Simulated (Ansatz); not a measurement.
# I: the cost of one run

Method: DFT PBEsol, scalar-relativistic, plane waves, PAW, in Ansatz 0.2.0.

### Step 1. Starting point

The structure is hexagonal, space group P6/mmm (No. 191). Conventional cell: a = 3.832 Å, b = 3.832 Å, c = 3.581 Å, α = 90.00°, β = 90.00°, γ = 120.00°. I (site symmetry 6/mmm) is surrounded by 8 I at 3.58 to 3.83 Å.

Coordinates:

```cif
data_structure
_symmetry_space_group_name_H-M 'P6/mmm'
_symmetry_Int_Tables_number 191
_cell_length_a 3.8322
_cell_length_b 3.8322
_cell_length_c 3.5807
_cell_angle_alpha 90.000
_cell_angle_beta 90.000
_cell_angle_gamma 120.000
_cell_volume 45.54
loop_
_atom_site_label
_atom_site_type_symbol
_atom_site_symmetry_multiplicity
_atom_site_Wyckoff_symbol
_atom_site_fract_x
_atom_site_fract_y
_atom_site_fract_z
_atom_site_occupancy
I1 I 1 a 0.00000 0.00000 0.00000 1
```

This is candidate A: simple hexagonal type (P6/mmm, No. 191).

(A quick probe on a coarse mesh, which set the mesh and smearing, is not shown.)

### Step 3. Coarse relaxation (candidate A)

File input.yaml:

```yaml
crystal:
  lattice:
    - [3.832188575, 0.0, 0.0]
    - [-1.9160942875, 3.318772658, 0.0]
    - [0.0, 0.0, 3.5807011997]
  atoms:
    - { symbol: I, position: [0.0, 0.0, 0.0] }
basis:
  ecutwfc: 420
kpoints:
  mp_grid: { grid: [6, 6, 6] }
hamiltonian:
  xc: pbesol
scf:
  occupations: { method: gaussian, width: 0.1 }
  lower_state_search: "off"
output:
  forces: true
  stress: true
  eigenvalues: true
relax:
  adjacent_minimum: "off"
  f_tol: 0.04
  max_steps: 70
  cell: { stress_tol: 0.4 }
```

What time and memory should one allow on 1 thread of an Arm CPU, shared host?

About 4.8 s, with a peak of 0.29 GiB.
